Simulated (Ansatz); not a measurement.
# Li2CaO2: the cost of one run

Method: DFT PBE, scalar-relativistic, plane waves, PAW, in Ansatz 0.2.0.

1 further run of the same task is left out (set aside as unsound or not needed).

## Step 1: The system as given

The structure is tetragonal, space group P-4m2 (No. 115). Conventional cell: a = 3.726 Å, b = 3.726 Å, c = 5.324 Å, α = 90.00°, β = 90.00°, γ = 90.00°. Li (site symmetry -4m2) has 4 O at 2.41 Å and 2 Ca at 2.66 Å as nearest neighbours. Li (site symmetry -4m2) is surrounded by 4 O at 2.18 Å. Around Ca (site symmetry -4m2) lie 4 O at 2.18 Å. O (site symmetry 2mm) is surrounded by 4 Li at 2.18 to 2.41 Å and 2 Ca at 2.18 Å.

Coordinates:

```cif
data_structure
_symmetry_space_group_name_H-M 'P 1'
_symmetry_Int_Tables_number 1
_cell_length_a 3.7257
_cell_length_b 3.7257
_cell_length_c 5.3238
_cell_angle_alpha 90.000
_cell_angle_beta 90.000
_cell_angle_gamma 90.000
_cell_volume 73.90
loop_
_atom_site_label
_atom_site_type_symbol
_atom_site_fract_x
_atom_site_fract_y
_atom_site_fract_z
_atom_site_occupancy
Li1 Li 0.00000 0.00000 0.00000 1
Li2 Li 0.50000 0.50000 0.50000 1
Ca1 Ca 0.00000 0.00000 0.50000 1
O1 O 0.50000 0.00000 0.71205 1
O2 O 0.00000 0.50000 0.28795 1
```

The cell was relaxed beforehand at this level, from a generated guess; it is a trial structure. At a tolerance of 0.02 Å it has space group P-4m2 (No. 115); it has 14.78 Å³/atom, an uncorrected energy of -1.78 eV/atom over the elements.

## Step 2: Bands, states and charges

input.yaml reads:

```yaml
crystal:
  lattice:
    - [3.7256977467, 0.0, 0.0]
    - [0.0, 3.7256977467, 0.0]
    - [0.0, 0.0, 5.3237903092]
  atoms:
    - { symbol: Li, position: [0.0, 0.0, 0.0] }
    - { symbol: Li, position: [0.5, 0.5, 0.5] }
    - { symbol: Ca, position: [0.0, 0.0, 0.5] }
    - { symbol: O, position: [0.5, 0.0, 0.7120535607] }
    - { symbol: O, position: [0.0, 0.5, 0.2879464393] }
basis:
  ecutwfc: 420
kpoints:
  mp_grid: { grid: [6, 6, 4] }
  band_path:
    path:
      - [[0.0, 0.0, 0.0], [0.0, 0.5, 0.0], [0.5, 0.5, 0.0], [0.0, 0.0, 0.0], [0.0, 0.0, 0.5], [0.0, 0.5, 0.5], [0.5, 0.5, 0.5], [0.0, 0.0, 0.5]]
      - [[0.0, 0.5, 0.0], [0.0, 0.5, 0.5]]
      - [[0.5, 0.5, 0.0], [0.5, 0.5, 0.5]]
    npoints: 14
hamiltonian:
  xc: pbe
scf:
  occupations: { method: gaussian, width: 0.02 }
  n_extra_bands: 12
output:
  forces: true
  stress: true
  eigenvalues: true
  populations: true
  dos: { projected: true, de: 0.02, nscf_kmesh: { grid: [9, 9, 6] } }
  bader: true
  write_density: true
  write_potential: true
  elf: true
  volumetric_format: npy
```

Command:

```bash
> ansatz run input.yaml --threads 1 --pin off --max-ram 2048MiB --backend cpu --events-out ev --progress --plain --runs-dir out
```

Q: Estimate wall time and peak memory on 1 thread of Intel Xeon Platinum 8375C at 2.90GHz (Ice Lake), shared host.

About 46 s, with a peak of 0.44 GiB.
